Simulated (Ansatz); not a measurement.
# BH3OTe (SMILES OB[TeH]): functionals against CCSD(T) at one geometry

One table from this session's results is given with a row withheld; the runs are named, their logs left out.

Method: single points in def2-TZVPP; program: Ansatz 0.2.0, Gaussian basis.

Cores are frozen in the correlated methods. Filled d shells of the heavier atoms are correlated. Core potentials replace the inner electrons past krypton, and spin-orbit coupling is left out. B3LYP uses VWN-RPA correlation.

### The system as given

SMILES `OB[TeH]`, 6 atoms, charge 0, spin multiplicity 1.

Atoms are counted from 1 here; the program's logs count them from 0.

Bond lengths: O1–B2 1.564 Å, O1–H4 0.759 Å, B2–Te3 2.019 Å, B2–H5 1.183 Å, Te3–H6 1.989 Å. Angles: B2–O1–H4 100.0°, O1–B2–Te3 124.2°, O1–B2–H5 89.6°, Te3–B2–H5 146.2°, B2–Te3–H6 88.3°.

Geometry (Å):

```xyz
6
BH3OTe
O    -0.9364   -0.2294   -1.3636
B     0.0962   -0.2590   -0.1891
Te   -0.0203    0.9081    1.4543
H    -1.2715    0.4374   -1.2273
H     0.7169   -1.0846   -0.7665
H     1.7994    0.2822    1.9573
```

The first run:

Contents of run/in.yaml:

```yaml
crystal:
  periodic: [false, false, false]
  atoms:
    - {symbol: O, position_ang: [-0.936400, -0.229400, -1.363600]}
    - {symbol: B, position_ang: [0.096200, -0.259000, -0.189100]}
    - {symbol: Te, position_ang: [-0.020300, 0.908100, 1.454300]}
    - {symbol: H, position_ang: [-1.271500, 0.437400, -1.227300]}
    - {symbol: H, position_ang: [0.716900, -1.084600, -0.766500]}
    - {symbol: H, position_ang: [1.799400, 0.282200, 1.957300]}
basis:
  gaussian: {orbitals: def2-TZVPP}
correlation: {method: ccsd_t}
output: {forces: true}
```

No record of the launch command was kept for these runs.

Steps of the session up to this table: CCSD(T)/def2-TZVPP; PBE0-D4/def2-TZVPP; wB97M-V/def2-TZVPP; r2SCAN-D4/def2-TZVPP; PBE-D4/def2-TZVPP; B3LYP-D4/def2-TZVPP; r2SCAN0-D4/def2-TZVPP.

One of the session's tables, all rows but one given; the rest of the session is left out.

```
    method  RMS force component (eV/Å)  angle to CCSD(T) forces (°)  dipole (D)
   CCSD(T)                       7.694                    reference        2.50
   PBE0-D4                       7.680                          0.6        2.49
   wB97M-V                       7.676                          0.8        2.45
 r2SCAN-D4                       7.646                          0.3        2.44
    PBE-D4                       7.779                          1.5        2.44
  B3LYP-D4                       7.631                          0.4        2.52
r2SCAN0-D4                           ?                            ?           ?
```

Q: Estimate the row for r2SCAN0-D4 from the others.

As computed: RMS force component (eV/Å): 7.589; angle to CCSD(T) forces (°): 1.3; dipole (D): 2.49. In the column «RMS force component (eV/Å)» it is the lowest.
